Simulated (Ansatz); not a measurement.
Here is an Ansatz 0.2.0 calculation.

input.yaml

```yaml
crystal:
  lattice:
    - [3.62212054, 0.0, 0.0]
    - [0.0, 3.62212054, 0.0]
    - [0.0, 0.0, 3.62212054]
  atoms:
    - { symbol: Ta, position: [0.0, 0.0, 0.0] }
    - { symbol: Tl, position: [0.5, 0.5, 0.5] }
hamiltonian:
  xc: pbe
  pseudopotentials: { kind: paw }
kpoints:
  mp_grid: { grid: [7, 7, 7] }
scf:
  occupations: { method: fermi_dirac, width: 0.05 }
output:
  forces: true
  stress: true
  eigenvalues: true
relax:
  f_tol: 0.01
  max_steps: 40
  cell: { stress_tol: 0.05, p_target: 5.0 }
```

Potentials or basis: Ansatz PAW.

Run with:

```bash
$ ansatz run input.yaml --threads 2 --pin off --max-ram 5632MiB --backend cpu --events-out ev --progress --plain --runs-dir out
```

Problem. What does it give for the relaxed volume?

Solution. 19.59 Å³/atom.

Problem. What does it give for the band gap on the k mesh?

Solution. None (metal or under the smearing width).

Problem. What does it give for the relaxed cell?

Solution. a = 3.396 Å, b = 3.396 Å, c = 3.396 Å, α = 90.00°, β = 90.00°, γ = 90.00°.

Final structure:
```
CELL_PARAMETERS angstrom
3.39629 0.00000 0.00000
0.00000 3.39629 0.00000
0.00000 0.00000 3.39629
ATOMIC_POSITIONS crystal
Ta 0.00000 0.00000 0.00000
Tl 0.50000 0.50000 0.50000
```

Caveat: the volume moved by over 15 % at a fixed basis, so the end points are rough. The run has no spin-orbit coupling, so splittings on Ta, Tl are missing.
